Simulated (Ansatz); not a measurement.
Geometry optimisation, DFT PBEsol, scalar-relativistic, plane waves, PAW in Ansatz 0.2.0.

input.yaml

```yaml
crystal:
  lattice:
    - [-4.317056, -2.492454, 10.004188]
    - [4.317056, -2.492454, 10.004188]
    - [0.0, 4.984907, 10.004188]
  atoms:
    - { symbol: Bi, position: [0.608, 0.608, 0.608] }
    - { symbol: Bi, position: [0.392, 0.392, 0.392] }
    - { symbol: Te, position: [0.212, 0.212, 0.212] }
    - { symbol: Te, position: [0.788, 0.788, 0.788] }
    - { symbol: S, position: [0.0, 0.0, 0.0] }
    - { symbol: Bi, position: [0.108, 0.108, 0.608] }
    - { symbol: Bi, position: [0.892, 0.892, 0.392] }
    - { symbol: Te, position: [0.712, 0.712, 0.212] }
    - { symbol: Te, position: [0.288, 0.288, 0.788] }
    - { symbol: S, position: [0.5, 0.5, 0.0] }
    - { symbol: Bi, position: [0.108, 0.608, 0.108] }
    - { symbol: Bi, position: [0.892, 0.392, 0.892] }
    - { symbol: Te, position: [0.712, 0.212, 0.712] }
    - { symbol: Te, position: [0.288, 0.788, 0.288] }
    - { symbol: S, position: [0.5, 0.0, 0.5] }
    - { symbol: Bi, position: [0.608, 0.108, 0.108] }
    - { symbol: Bi, position: [0.392, 0.892, 0.892] }
    - { symbol: Te, position: [0.212, 0.712, 0.712] }
    - { symbol: Te, position: [0.788, 0.288, 0.288] }
    - { symbol: S, position: [0.0, 0.5, 0.5] }
    - { symbol: Te, position: [0.7994119, 0.8049694, 0.3068794] }
basis:
  ecutwfc: 420.0
kpoints:
  mp_grid: { grid: [2, 2, 2] }
hamiltonian:
  xc: pbesol
scf:
  occupations: { method: fermi_dirac, width: 0.02 }
  lower_state_search: "off"
relax:
  f_tol: 0.03
  max_steps: 60
  adjacent_minimum: "off"
output:
  write_density: true
  write_potential: true
  elf: true
  volumetric_format: npy
```

Launched with:

```bash
$ ansatz run input.yaml --threads 4 --pin off --max-ram 10240MiB --backend cpu --events-out ev --progress --plain --runs-dir out
```

Question: Where does it end, and by what steps?

Answer: It converged. Limits of this set-up: a small cell, in which the defect meets its images. After 18 steps the energy has fallen by 5.294 eV; Bi7 moved furthest, 1.65 Å. Parted: S5–Te21 (2.67 → 3.63 Å), Te8–Te21 (2.75 → 3.93 Å). Joined: Te4–Te14 (4.32 → 3.27 Å), Te4–Te19 (4.32 → 3.27 Å).

```json
{"step": "0", "energy less start (eV)": "0.0000", "largest force component (eV/Å)": "4.435", "accepted": "yes"}
{"step": "1", "energy less start (eV)": "-2.8852", "largest force component (eV/Å)": "1.880", "accepted": "yes"}
{"step": "2", "energy less start (eV)": "-3.9981", "largest force component (eV/Å)": "0.561", "accepted": "yes"}
{"step": "3", "energy less start (eV)": "-4.3073", "largest force component (eV/Å)": "0.338", "accepted": "yes"}
{"step": "4", "energy less start (eV)": "-4.3953", "largest force component (eV/Å)": "0.236", "accepted": "yes"}
{"step": "5", "energy less start (eV)": "-4.4109", "largest force component (eV/Å)": "0.406", "accepted": "yes"}
{"step": "6", "energy less start (eV)": "-4.4428", "largest force component (eV/Å)": "0.407", "accepted": "yes"}
{"step": "7", "energy less start (eV)": "-4.4949", "largest force component (eV/Å)": "0.270", "accepted": "yes"}
{"step": "8", "energy less start (eV)": "-4.6006", "largest force component (eV/Å)": "0.416", "accepted": "yes"}
{"step": "9", "energy less start (eV)": "-4.7890", "largest force component (eV/Å)": "0.529", "accepted": "yes"}
{"step": "10", "energy less start (eV)": "-4.9938", "largest force component (eV/Å)": "0.269", "accepted": "yes"}
{"step": "11", "energy less start (eV)": "-5.1547", "largest force component (eV/Å)": "0.232", "accepted": "yes"}
{"step": "12", "energy less start (eV)": "-5.2086", "largest force component (eV/Å)": "0.348", "accepted": "yes"}
{"step": "13", "energy less start (eV)": "-5.2554", "largest force component (eV/Å)": "0.219", "accepted": "yes"}
{"step": "14", "energy less start (eV)": "-5.2849", "largest force component (eV/Å)": "0.076", "accepted": "yes"}
{"step": "15", "energy less start (eV)": "-5.2861", "largest force component (eV/Å)": "0.078", "accepted": "yes"}
{"step": "16", "energy less start (eV)": "-5.2875", "largest force component (eV/Å)": "0.121", "accepted": "yes"}
{"step": "17", "energy less start (eV)": "-5.2935", "largest force component (eV/Å)": "0.031", "accepted": "yes"}
{"step": "18", "energy less start (eV)": "-5.2940", "largest force component (eV/Å)": "0.009", "accepted": "yes"}
```

```xyz
21
Lattice="-4.3171 -2.4925 10.0042 4.3171 -2.4925 10.0042 0.0000 4.9849 10.0042" Properties=species:S:1:pos:R:3
Bi -0.005 0.209 17.977
Bi 0.006 -0.178 11.659
Te 0.001 -0.182 6.351
Te -0.001 0.833 23.601
S -0.001 -0.366 -0.216
Bi 0.000 2.500 7.997
Bi 0.002 -2.160 23.385
Te 0.002 -2.436 16.578
Te 0.002 2.385 13.274
S 0.002 -2.519 9.856
Bi 2.114 -1.249 8.186
Bi -2.224 1.112 21.435
Te -2.203 1.298 16.264
Te 2.067 -1.621 13.444
S -1.765 1.074 9.830
Bi -2.111 -1.248 8.186
Bi 2.224 1.109 21.437
Te 2.197 1.295 16.268
Te -2.060 -1.617 13.442
S 1.773 1.080 9.827
Te 0.004 -1.786 20.454
```

Run time: 3.2 min on 4 threads of Intel(R) Xeon(R) Platinum 8375C CPU @ 2.90GHz (Ice Lake), with other jobs on the host, peak memory 2.8 GiB.
